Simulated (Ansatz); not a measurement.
Crystal: CoO.

```
CELL_PARAMETERS angstrom
0.00000 2.13150 2.13150
2.13150 0.00000 2.13150
2.13150 2.13150 0.00000
ATOMIC_POSITIONS crystal
Co 0.00000 0.00000 0.00000
O 0.50000 0.50000 0.50000
```

- Program: Ansatz 0.2.0
- Task: single point
- Functional: PBE
- Potentials or basis: Ansatz PAW
- Cutoff: 420 eV (not typed: the program's choice for these potentials)
- k mesh: 11 × 11 × 11
- Occupations: fermi-dirac, width 0.05 eV
- Spin: collinear spin, ferromagnetic start
- Starting moments: [2.0, 0.0] μB

On this cell: pressure -1.9 GPa; largest force zero by symmetry; net moment 2.93 μB per cell; site moments Co +2.49; O +0.32 μB; band gap on the k mesh none (metal or under the smearing width).

The same run follows on a disturbed copy (atoms moved at random, drawn with an rms of 0.05 Å):

```
Co O
1.0
     0.00000    2.13150    2.13150
     2.13150    0.00000    2.13150
     2.13150    2.13150    0.00000
Co O
1 1
Cartesian
  0.0498 0.0164 0.0019
  2.1581 2.1154 2.1619
```

What changes?

The energy (extrapolated to zero smearing) moves by +0.6 meV/atom; pressure -1.7 GPa; largest force 0.054 eV/Å; net moment 2.93 μB per cell; site moments Co +2.48; O +0.32 μB; band gap on the k mesh none (metal or under the smearing width).

Forces on the atoms (eV/Å):
```
Co  -0.025 -0.036  0.031
O    0.025  0.036 -0.031
```

Stress tensor (GPa, compression positive):
```
-1.74 -0.07  0.07
-0.07 -1.59  0.09
 0.07  0.09 -1.66
```

Caveats: a cell with one magnetic atom can't hold antiferromagnetic order, which such compounds often take; semilocal functionals often make such compounds metallic where correlation or magnetic order opens a gap, which also shifts bond lengths.
